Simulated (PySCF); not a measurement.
**SBr: spin, charge, geometry and surroundings**

How does SBr answer to another spin, charge, distance or environment?

Program: PySCF 2.14.0. Level of theory: method and basis as typed in the scripts. These are calculated values, not measurements.

1 further run of the same task is left out (it didn't finish).

**1. Where the work starts**

SBr: 2 atoms, charge 0, spin multiplicity 2.

Bond lengths: S1–Br2 1.890 Å.

**2. The base run**

The input, input.py:

```python
from pyscf import gto, scf, mp

mol = gto.M(
    atom='S 0 0 0; Br 0 0 1.89',
    basis='cc-pvdz',
    charge=0,
    spin=1,
    verbose=4,
)
mf = scf.UHF(mol)
mf.kernel()
mp.MP2(mf, frozen=14).kernel()
mf.dip_moment()
print('orbital energies (hartree):', [e[max(0, n-3):n+3].round(4) for e, n in zip(mf.mo_energy, mol.nelec)])
```

The run is started by

```bash
$ python input.py
```

Its log is not repeated here.

In short: E(SCF) = -2969.854606 Eh, 11 cycles, E(MP2) − E(SCF) = -0.23478 Eh, ⟨S²⟩ = 0.762, μ = 0.54 D (of the SCF density).

The bond length is a typed value, not an optimised one.

**3. Bond 0.5 Å**

Variant 1 changes bond length: 1.89 Å → 0.5 Å.

The input, input.py:

```python
from pyscf import gto, scf, mp

mol = gto.M(
    atom='S 0 0 0; Br 0 0 0.5',
    basis='cc-pvdz',
    charge=0,
    spin=1,
    verbose=4,
)
mf = scf.UHF(mol)
mf.kernel()
mp.MP2(mf, frozen=14).kernel()
mf.dip_moment()
print('orbital energies (hartree):', [e[max(0, n-3):n+3].round(4) for e, n in zip(mf.mo_energy, mol.nelec)])
```

The run is started by

```bash
$ python input.py
```

**4. Electric field 0.01 a.u.**

Variant 2 changes electric field: none → 0.01 a.u.

input.py: that of step 2 with these lines changed.

```diff
@@ -10,2 +10,7 @@
 mf = scf.UHF(mol)
+field = 0.01  # electric field along z, atomic units
+h = mf.get_hcore() + field*mol.intor('int1e_r')[2]
+mf.get_hcore = lambda *args: h
+e_nuc = mol.energy_nuc() - field*mol.atom_charges() @ mol.atom_coords()[:, 2]
+mf.energy_nuc = lambda *args: e_nuc
 mf.kernel()
```

**5. Charge +1 (singlet)**

Variant 3 changes charge: 0 → 1; spin (2S): 1 → 0.

input.py: that of step 2 with these lines changed.

```diff
@@ -5,4 +5,4 @@
     basis='cc-pvdz',
-    charge=0,
-    spin=1,
+    charge=1,
+    spin=0,
     verbose=4,
```

**6. Electric field 0.001 a.u.**

Variant 4 changes electric field: none → 0.001 a.u.

input.py: that of step 2 with these lines changed.

```diff
@@ -10,2 +10,7 @@
 mf = scf.UHF(mol)
+field = 0.001  # electric field along z, atomic units
+h = mf.get_hcore() + field*mol.intor('int1e_r')[2]
+mf.get_hcore = lambda *args: h
+e_nuc = mol.energy_nuc() - field*mol.atom_charges() @ mol.atom_coords()[:, 2]
+mf.energy_nuc = lambda *args: e_nuc
 mf.kernel()
```

**7. Bond 1.947 Å**

Variant 5 changes bond length: 1.89 Å → 1.947 Å.

input.py: that of step 2 with these lines changed.

```diff
@@ -3,3 +3,3 @@
 mol = gto.M(
-    atom='S 0 0 0; Br 0 0 1.89',
+    atom='S 0 0 0; Br 0 0 1.947',
     basis='cc-pvdz',
```

**8. PCM, ε = 32.6**

Variant 6 changes solvent: none (gas phase) → PCM, ε = 32.6; step after the SCF: mp2 → analyze.

The input, input.py:

```python
from pyscf import gto, scf, solvent

mol = gto.M(
    atom='S 0 0 0; Br 0 0 1.89',
    basis='cc-pvdz',
    charge=0,
    spin=1,
    verbose=4,
)
mf = scf.UHF(mol)
mf = solvent.PCM(mf)
mf.with_solvent.eps = 32.6
mf.kernel()
mf.analyze()
print('orbital energies (hartree):', [e[max(0, n-3):n+3].round(4) for e, n in zip(mf.mo_energy, mol.nelec)])
```

Before running it: what results should come out? Wanted: for each run, E(SCF); from base; gap, α spin; SCF dipole; after the SCF.

The runs gave:

```tsv
run	E(SCF) (hartree)	from base (eV)	cycles	gap, α spin (eV)	SCF dipole (D)	after the SCF
base	-2969.854606	0	11	13.34	0.54	MP2 correlation -6.389 eV, core frozen
bond 0.5 Å (poor choice)	-2923.929422	+1249.6879	13	13.58	0.35	MP2 correlation -5.656 eV, core frozen
electric field 0.01 a.u.	-2969.858720	-0.1119	11	13.36	1.56	MP2 correlation -6.424 eV, core frozen
charge +1 (singlet)	-2969.536868	+8.6461	13	10.45	n/a	MP2 correlation -6.096 eV, core frozen
electric field 0.001 a.u.	-2969.854837	-0.0063	11	13.35	0.64	MP2 correlation -6.392 eV, core frozen
bond 1.947 Å	-2969.870917	-0.4438	11	13.01	0.36	MP2 correlation -6.380 eV, core frozen
PCM, ε = 32.6	-2969.856356	-0.0476	11	13.45	0.68	n/a
```

What this shows: The largest comparable shift of the SCF energy, +1249.688 eV, comes with the run “bond 0.5 Å”. At the SCF level, going to the singlet with one electron fewer costs 8.65 eV at fixed geometry. A continuum solvent with ε = 32.6 lowers the energy by 0.048 eV. Rows marked «poor choice» come from settings spoiled on purpose.
